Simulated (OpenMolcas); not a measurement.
# A workflow on C4H14OSi2 (SMILES C[SiH](C)O[SiH](C)C)

Aim: the energy (singlet C4H14OSi2, HF/ANO-RCC-MB), then a single-point energy (singlet C4H14OSi2, CASSCF(4,4)/ANO-RCC-VDZ), then a single-point energy (singlet C4H14OSi2, CASPT2(4,4)/ANO-RCC-VDZ), then the energy (doublet [C4H14OSi2]+, CASPT2(3,4)/ANO-RCC-VDZ) of C4H14OSi2. 

Program for the calculation: OpenMolcas 26.06.

### Step 1. Starting point

The species is C4H14OSi2 (21 atoms), meant as a singlet with charge 0. SMILES: `C[SiH](C)O[SiH](C)C`. Geometry: relaxed at GFN2-xTB. This is one conformer, not always the lowest.

Some bond lengths: C1–Si2 1.901 Å, Si2–C3 1.900 Å, Si2–O4 1.628 Å, O4–Si5 1.627 Å, Si5–C6 1.900 Å, Si5–C7 1.901 Å, C1–H8 1.086 Å, C1–H9 1.086 Å, C1–H10 1.087 Å, Si2–H11 1.467 Å, C3–H12 1.085 Å, C3–H13 1.087 Å, C3–H14 1.086 Å, Si5–H15 1.467 Å, C6–H16 1.086 Å, C6–H17 1.085 Å. Some angles: C1–Si2–C3 110.5°, C1–Si2–O4 109.5°, C3–Si2–O4 109.2°, Si2–O4–Si5 157.8°, O4–Si5–C6 108.5°, O4–Si5–C7 109.9°, C6–Si5–C7 110.5°, C1–Si2–H11 112.1°, C3–Si2–H11 112.2°, O4–Si2–H11 103.2°.

### Step 2. A single-point energy at HF/ANO-RCC-MB (DKH2) (run 1)

Contents of step1.inp:

```
&GATEWAY
Coord
21
angstrom
C       -0.615900      -1.179600       2.113100
Si      -0.978050       0.525020       1.353940
C       -2.643770       0.505770       0.439810
O        0.204490       0.913560       0.304860
Si       1.154080       0.786450      -1.010750
C        2.823580       0.051770      -0.480460
C        0.319050      -0.324300      -2.307740
H       -1.339140      -1.434010       2.881580
H        0.369330      -1.200220       2.569770
H       -0.644170      -1.965870       1.363050
H       -0.906320       1.598680       2.350510
H       -3.473790       0.370120       1.125830
H       -2.688900      -0.296840      -0.291810
H       -2.804350       1.439360      -0.090820
H        1.283050       2.169390      -1.483720
H        3.268410       0.634720       0.320000
H        3.527170       0.037000      -1.306800
H        2.717320      -0.968040      -0.120650
H        0.204760      -1.342800      -1.945980
H        0.894010      -0.366440      -3.227180
H       -0.670860       0.046270      -2.556530
Basis = ANO-RCC-MB
Group = NoSym
&SEWARD
&SCF
PrOrbitals = 1 1
```

Run with:

```console
$ export MOLCAS_MEM=1860
$ pymolcas step1.inp > step1.log
```

What it wrote:

```text
--- Start Module: gateway ---
[...]
--- Stop Module: gateway /rc=_RC_ALL_IS_WELL_ ---
--- Start Module: seward ---
[...]
      Basis functions           57
--- Stop Module: seward /rc=_RC_ALL_IS_WELL_ ---
[...]
--- Start Module: scf ---
[...]
       Convergence after   9 Iterations
[...]
::    Total SCF energy                               -813.3843678123
[...]
      Total spin, S                                     0.0000000000
[...]
      Total electronic charge=   74.000000
      Total            charge=   -0.000000
[...]
      Dipole Moment (debye):
      Origin of the operator (angstrom)=    0.0487    0.2884    0.0838
                   X= -2.6173E-01               Y= -1.0587E+00               Z= -3.5788E-01           Total=  1.1478E+00
      Quadrupole Moment (debye*angstrom):
[...]
--- Stop Module: scf /rc=_RC_ALL_IS_WELL_ ---
[...]
```

Run time: 13 s. Hardware: 1 thread of Arm Neoverse V1, shared host; peak memory 0.41 GiB.

### Step 3. A single-point energy at CASSCF(4,4)/ANO-RCC-VDZ (DKH2, RICD fitting) (run 2)

Contents of step2.input:

```
>>> EXPORT MOLCAS_PRINT=2
&GATEWAY
COORD
21
angstrom
C       -0.615900      -1.179600       2.113100
Si      -0.978050       0.525020       1.353940
C       -2.643770       0.505770       0.439810
O        0.204490       0.913560       0.304860
Si       1.154080       0.786450      -1.010750
C        2.823580       0.051770      -0.480460
C        0.319050      -0.324300      -2.307740
H       -1.339140      -1.434010       2.881580
H        0.369330      -1.200220       2.569770
H       -0.644170      -1.965870       1.363050
H       -0.906320       1.598680       2.350510
H       -3.473790       0.370120       1.125830
H       -2.688900      -0.296840      -0.291810
H       -2.804350       1.439360      -0.090820
H        1.283050       2.169390      -1.483720
H        3.268410       0.634720       0.320000
H        3.527170       0.037000      -1.306800
H        2.717320      -0.968040      -0.120650
H        0.204760      -1.342800      -1.945980
H        0.894010      -0.366440      -3.227180
H       -0.670860       0.046270      -2.556530
BASIS
ANO-RCC-MB
GROUP
NoSym
&SEWARD
&RASSCF
FILEORB
$CurrDir/step1.ScfOrb
SPIN
1
NACTEL
4 0 0
INACTIVE
35
RAS2
4
ORBLISTING
Nothing
>>> COPY $Project.RunFile RUNFIL1
>>> COPY $Project.RasOrb INPORB
&GATEWAY
COORD
21
angstrom
C       -0.615900      -1.179600       2.113100
Si      -0.978050       0.525020       1.353940
C       -2.643770       0.505770       0.439810
O        0.204490       0.913560       0.304860
Si       1.154080       0.786450      -1.010750
C        2.823580       0.051770      -0.480460
C        0.319050      -0.324300      -2.307740
H       -1.339140      -1.434010       2.881580
H        0.369330      -1.200220       2.569770
H       -0.644170      -1.965870       1.363050
H       -0.906320       1.598680       2.350510
H       -3.473790       0.370120       1.125830
H       -2.688900      -0.296840      -0.291810
H       -2.804350       1.439360      -0.090820
H        1.283050       2.169390      -1.483720
H        3.268410       0.634720       0.320000
H        3.527170       0.037000      -1.306800
H        2.717320      -0.968040      -0.120650
H        0.204760      -1.342800      -1.945980
H        0.894010      -0.366440      -3.227180
H       -0.670860       0.046270      -2.556530
BASIS
ANO-RCC-VDZ
GROUP
NoSym
RICD
&SEWARD
>>> COPY $Project.RunFile RUNFIL2
&EXPBAS
&RASSCF
FILEORB
$Project.ExpOrb
SPIN
1
NACTEL
4 0 0
INACTIVE
35
RAS2
4
ORBLISTING
Nothing
ORBAPPEAR
Compact
```

Run with:

```console
$ export MOLCAS_MEM=1860
$ pymolcas step2.input > step2.log
```

What it wrote:

```text
--- Start Module: gateway ---
[...]
      Basis functions           57
[...]
      Number of active orbitals                  4
[...]
      Spin quantum number                      0.0
[...]
      Active orbitals                            4
[...]
      Number of CSFs                            20
[...]
      Number of root(s) required                 1
[...]
      Convergence after 33 iterations
[...]
      printout of CI-coefficients larger than  0.05 for root  1
      energy=    -813.408436
      conf/sym  1111     Coeff  Weight
             1  2200  -0.99122 0.98252
             8  2002   0.09385 0.00881
            12  0220   0.07878 0.00621
      Natural orbitals and occupation numbers for root  1
      sym 1:   1.985016   1.979874   0.015167   0.019943
      ************************************************************************************************************************
      *                                                    Final results                                                     *
[...]
::    RASSCF root number  1 Total energy:   -813.40843584
[...]
      Basis functions           99
[...]
      Convergence after 23 iterations
[...]
      Natural orbitals and occupation numbers for root  1
      sym 1:   1.988075   1.982967   0.011855   0.017103
      ************************************************************************************************************************
      *                                                    Final results                                                     *
[...]
::    RASSCF root number  1 Total energy:   -813.72772308
[...]
      Dipole Moment (debye):
      Origin of the operator (angstrom)=    0.0487    0.2884    0.0838
                   X= -4.2835E-01               Y= -1.4526E+00               Z= -3.9528E-01           Total=  1.5652E+00
      Quadrupole Moment (debye*angstrom):
[...]
```

It took 25 s on 1 thread of Arm Neoverse V1, shared host; peak memory 0.41 GiB.

Run 3 isn't shown in full; the table further down has it.

### Step 4. The doublet cation: the energy at CASPT2(3,4)/ANO-RCC-VDZ (DKH2, RICD fitting, ipea shift 0.25 Eh, pt2 variant SS) (run 4)

Contents of step4.input:

```
&GATEWAY
 Coord
 21
 angstrom
 C       -0.615900      -1.179600       2.113100
 Si      -0.978050       0.525020       1.353940
 C       -2.643770       0.505770       0.439810
 O        0.204490       0.913560       0.304860
 Si       1.154080       0.786450      -1.010750
 C        2.823580       0.051770      -0.480460
 C        0.319050      -0.324300      -2.307740
 H       -1.339140      -1.434010       2.881580
 H        0.369330      -1.200220       2.569770
 H       -0.644170      -1.965870       1.363050
 H       -0.906320       1.598680       2.350510
 H       -3.473790       0.370120       1.125830
 H       -2.688900      -0.296840      -0.291810
 H       -2.804350       1.439360      -0.090820
 H        1.283050       2.169390      -1.483720
 H        3.268410       0.634720       0.320000
 H        3.527170       0.037000      -1.306800
 H        2.717320      -0.968040      -0.120650
 H        0.204760      -1.342800      -1.945980
 H        0.894010      -0.366440      -3.227180
 H       -0.670860       0.046270      -2.556530
 Basis = ANO-RCC-VDZ
 Group = NoSym
 RICD

&SEWARD

&RASSCF
 FileOrb = $CurrDir/step2.RasOrb
 Spin = 2
 Nactel = 3 0 0
 Inactive = 35
 Ras2 = 4
 OrbListing = Nothing
 OrbAppear = Compact

&CASPT2
 Imaginary = 0.2
```

Run with:

```console
$ export MOLCAS_MEM=1860
$ pymolcas step4.input > step4.log
```

What it wrote:

```text
--- Start Module: gateway ---
[...]
--- Stop Module: gateway /rc=_RC_ALL_IS_WELL_ ---
[...]
      Basis functions           99
[...]
--- Start Module: rasscf ---
[...]
      Number of active orbitals                  4
[...]
      Spin quantum number                      0.5
[...]
      Active orbitals                            4
[...]
      Number of CSFs                            20
[...]
      Number of root(s) required                 1
[...]
      Convergence after 67 iterations
[...]
      printout of CI-coefficients larger than  0.05 for root  1
      energy=    -813.369705
      conf/sym  1111     Coeff  Weight
             1  2u00   0.99598 0.99198
            12  u0du   0.05615 0.00315
            15  0u20   0.06459 0.00417
      Natural orbitals and occupation numbers for root  1
      sym 1:   1.987671   0.996814   0.012072   0.003444
      ************************************************************************************************************************
      *                                                    Final results                                                     *
[...]
::    RASSCF root number  1 Total energy:   -813.36970516
[...]
      Total electronic charge=   73.000000
      Total            charge=    1.000000
[...]
      Dipole Moment (debye):
      Origin of the operator (angstrom)=    0.0487    0.2884    0.0838
                   X=  1.1307E-01               Y= -2.5363E-01               Z=  1.4619E-01           Total=  3.1382E-01
      Center of Charge (angstrom)
[...]
--- Stop Module: rasscf /rc=_RC_ALL_IS_WELL_ ---
[...]
--- Start Module: caspt2 ---
[...]
      E2 (Variational):          -0.5479586065
      Total energy:            -813.9176637687
[...]
      Reference weight:           0.82210
[...]
::    CASPT2 Root  1     Total energy:   -813.91766377
[...]
--- Stop Module: caspt2 /rc=_RC_ALL_IS_WELL_ ---
[...]
```

Wall time 25 s (1 thread of Arm Neoverse V1, shared host); peak memory 0.083 GiB.

### Step 5. The series

```csv
run,level,integral approximation,active rule,partner,energy (Eh),dipole moment (D) of the reference,wall time
1,HF/ANO-RCC-MB (DKH2),none,–,base,-813.384368,1.15,13 s
2,"CASSCF(4,4)/ANO-RCC-VDZ (DKH2, RICD fitting)",RICD,frontier window,base,-813.727723,1.57,25 s
3,"CASPT2(4,4)/ANO-RCC-VDZ (DKH2, RICD fitting, ipea shift 0.25 Eh, pt2 variant SS)",RICD,frontier window,base,-814.295685,1.57,9.6 s
4,"CASPT2(3,4)/ANO-RCC-VDZ (DKH2, RICD fitting, ipea shift 0.25 Eh, pt2 variant SS)",RICD,frontier window,cation,-813.917664,–,25 s
```

### Step 6. Results

| quantity | value |
| --- | --- |
| doublet cation: total energy | -813.91766 Eh |
| vertical ionisation energy (to the doublet cation) | 10.286 eV |

In words: Removing an electron at fixed nuclei costs 10.29 eV (237 kcal/mol). In run 1 the basis is minimal, so the values are rough. All runs together took 73 s, the longest 25 s.
